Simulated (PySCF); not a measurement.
# Xe²⁺: excitation energy in x2c-TZVPPall

Aim: the excitation energy of xenon from differences of total energies, at each level of theory, and how far each lands from the tabulated value where there is one.

The numbers are computed with PySCF 2.14.0 (unrestricted determinants in a Gaussian basis, no spin-orbit coupling in the energies), except any that are marked as measured or tabulated.

### 1 What is computed

```
Element                                   : xenon (Z = 54)
Basis                                     : x2c-TZVPPall (8s6p4d2f, 60 functions)
Hamiltonian                               : scalar relativity by spin-free X2C-1e
State 1                                   : Xe²⁺: [Kr] 4d10 5s1 5p5, high-spin 3P determinant (an excited configuration)
Needed too, but not shown                 : Xe²⁺ [Kr] 4d10 5s2 5p4 (3P)
Methods                                   : CCSD(T)
Core shells frozen in the correlated runs : valence and next inner shell: [Ar] 3d10 (for Xe²⁺)
```

The outer shells:

Xe2+ [Kr] 4d10 5s1 5p5
```
[Kr] core
4d [↑↓][↑↓][↑↓][↑↓][↑↓]
5s [↑ ]
5p [↑↓][↑↓][↑ ]
```

The runs were made by one driver on top of PySCF. The scripts below sum up each run's settings (the driver also hands on starting orbitals that pick excited configurations, and frozen orbitals as a list rather than a count), and the logs come from the driver's own runs. The driver starts from symmetry-adapted Hartree-Fock orbitals, holds the occupation by maximum overlap and uses a logarithmic radial grid for functionals, so a plain start would take other cycles.

The integrals over 60 functions and the set-up took 1.4 s of CPU time.

### 2 Xe²⁺ [Kr] 4d10 5s1 5p5, at CCSD(T) (valence and next inner shell)

Level: CCSD(T) (valence and next inner shell).

The input, input.py:

```python
from pyscf import gto, scf, dft, mp, cc
import basis_set_exchange as bse
mol = gto.M(atom="Xe 0 0 0", charge=2, spin=2, symmetry="D2h",
            basis=gto.basis.parse(bse.get_basis("x2c-TZVPPall", elements=["Xe"], fmt="nwchem")),
            nucmod="G")
mf = scf.UHF(mol).sfx2c1e()
mf.irrep_nelec = {'Ag': (9, 8), 'B1g': (2, 2), 'B2g': (2, 2), 'B3g': (2, 2), 'B1u': (4, 4), 'B2u': (4, 4), 'B3u': (4, 3)}
mf.kernel()
mycc = cc.CCSD(mf, frozen=14).run()
mycc.ccsd_t()
```

Before running it: what results should come out?

**Answer**, as computed:

| quantity | value |
| --- | --- |
| excitation energy, Xe²⁺ → [Kr] 4d10 5s1 5p5 | UHF 14.022, CCSD(T) (valence and next inner shell) 12.152 eV |

Each level's miss (mean over 1 difference):

```
                                method  mean absolute miss against CCSD(T) (valence and next inner shell) (eV)
                                   UHF                                                                   1.870
    MP2 (valence and next inner shell)                                                                   0.831
SCS-MP2 (valence and next inner shell)                                                                   0.729
   CCSD (valence and next inner shell)                                                                   0.436
CCSD(T) (valence and next inner shell)                                                                   0.000
```

In words: The methods span 1.870 eV, from CCSD(T) (valence and next inner shell) (12.152) to UHF (14.022). No reference value is at hand in this session. The basis is finite, and no extrapolation was made.
